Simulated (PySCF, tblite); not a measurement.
# C6H4NO2 radical: geometry, infrared bands and EPR parameters

Aim: predict the infrared bands and EPR parameters of C6H4NO2 radical (`N#CCC1=[C]OC(=O)C1`).

Programs: tblite 0.8.0 and PySCF 2.14.0, with density-fitted response routines of our own. Each step states its level of theory. These are calculated values for one molecule in the gas phase, unless marked as measured. Atoms count from 0, in the outputs and in this text.

**1. Starting geometry**

13 atoms, charge 0, multiplicity 2; geometry from: force field or distance geometry start.

Bonds of the start (Å): N0–C1 1.16, C1–C2 1.50, C2–C3 1.48, C3–C4 1.31, C4–O5 1.39, O5–C6 1.40, C6–O7 1.27, C6–C8 1.48, C8–C3 1.51, C2–H9 1.11, C2–H10 1.13, C8–H11 1.10, C8–H12 1.13.

**2. Optimising the geometry with GFN2-xTB**

The job: settings as JSON, then the geometry in Å.

```
{"job": {"kind": "relax", "xc": "GFN2-xTB", "basis": "xTB"}, "charge": 0, "multiplicity": 2}
N     -2.400000     2.068700    -0.336300
C     -2.044900     0.972100    -0.190000
C     -1.578600    -0.433000     0.024800
C     -0.128400    -0.497000    -0.264300
C      0.495200    -1.230100    -1.150100
O      1.867400    -1.031600    -1.117700
C      2.138400    -0.104400    -0.108100
O      3.275100     0.329800     0.240900
C      0.870900     0.301200     0.530500
H     -1.722000    -0.723700     1.087500
H     -2.165900    -1.098400    -0.680800
H      0.780200     0.065600     1.596400
H      0.608300     1.381300     0.349500
```

Run with:

```sh
$ OMP_NUM_THREADS=1 python probes_run.py task.json out
```

This one command runs all jobs of the session in turn.

**Question.** This job is followed by: GFN2-xTB harmonic vibrations, gas phase; UKS B3LYP, pcH-1 on C H N O, non-relativistic, mean-field spin-orbit, GIAO. Predict these results of the whole session: strongest single infrared mode (GFN2-xTB); zero-point energy (GFN2-xTB); g(iso) (B3LYP); ⟨S²⟩; largest a(iso) (averaged by class); surface potential, 1st and 99th percentile.

As calculated:

| quantity | value |
| --- | --- |
| strongest single infrared mode (GFN2-xTB) | 1832 cm⁻¹, 502 km/mol |
| zero-point energy (GFN2-xTB) | 53.5 kcal/mol |
| g(iso) (B3LYP) | 2.00217 |
| ⟨S²⟩ | 0.760 (exact 0.75) |
| largest a(iso) (averaged by class) | 13C on C4, 605.4 MHz |
| surface potential, 1st and 99th percentile | -1.53 V and 1.73 V |

The optimisation took 42 steps and gained 0.541 eV; among the close pairs (by a distance rule), C6–O7 changed most, from 1.266 to 1.190 Å. No mode is imaginary among the 33: a minimum at this level. The strongest single mode, at 1832 cm⁻¹, moves mainly C6 and O7. Unscaled tight-binding wavenumbers are off by several per cent, some by more. Its intensities can rank the bands wrongly. Most of the unpaired spin sits on C4 (0.97 e). The isotropic g lies 0.1 ppt below the free-electron value.
